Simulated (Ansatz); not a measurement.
# GaB: phonons with PBE

Crystal: GaB.

```xyz
2
Lattice="2.7182 0.0000 0.0000 0.0000 2.7182 0.0000 0.0000 0.0000 3.2362" Properties=species:S:1:pos:R:3 pbc="T T T"
Ga    1.3591    1.3591    1.6181
B     0.0000    0.0000    0.0000
```

The cell was built by a generator and needn't be a form met in nature.

```json
{
  "Program": "Ansatz 0.2.0",
  "Task": "phonons",
  "Functional": "PBE",
  "Potentials or basis": "all-electron LAPW, scalar-relativistic",
  "Cutoff": "247 eV (chosen from the basis error)",
  "Basis error allowed": "0.002 eV/atom",
  "k mesh": "10 × 10 × 8",
  "Occupations": "fermi-dirac, width 0.05 eV",
  "Spin": "no spin polarisation"
}
```

```
Band gap on the k mesh        : none (metal or under the smearing width)
Highest phonon frequency at Γ : 239 cm⁻¹
Most unstable mode            : 130i cm⁻¹
```

Levels at points of the mesh, in eV from the Fermi level:
| k point | band 11 | band 12 | band 13 | band 14 | band 15 | band 16 |
| --- | --- | --- | --- | --- | --- | --- |
| (0.00, 0.00, 0.00) | -13.31 | -1.65 | 1.92 | 2.71 | 2.71 | 9.16 |
| (0.00, 0.00, -0.50) | -9.91 | -9.81 | 4.35 | 4.35 | 7.99 | 9.63 |
| (0.00, -0.50, 0.00) | -8.60 | -8.22 | 1.92 | 5.08 | 5.53 | 5.54 |
| (0.00, -0.50, -0.50) | -5.44 | -5.30 | -5.04 | -4.20 | 5.48 | 10.27 |
| (-0.50, -0.50, 0.00) | -4.45 | -4.45 | -3.52 | -1.92 | 3.29 | 7.69 |
| (-0.50, -0.50, -0.50) | -1.99 | -1.30 | -1.30 | -0.39 | 0.15 | 0.15 |

Phonon frequencies in cm⁻¹ (negative: imaginary):
```tsv
q point	frequencies
(0.000, 0.000, 0.000)	-130 -130 0 0 0 239
```

Run time: 2.2 min on 1 thread of Intel(R) Xeon(R) Processor @ 2.50GHz (Skylake/Cascade Lake), on a shared host, peak memory 0.45 GiB.

Caveat: a metal's response needs a denser mesh; some modes are imaginary.
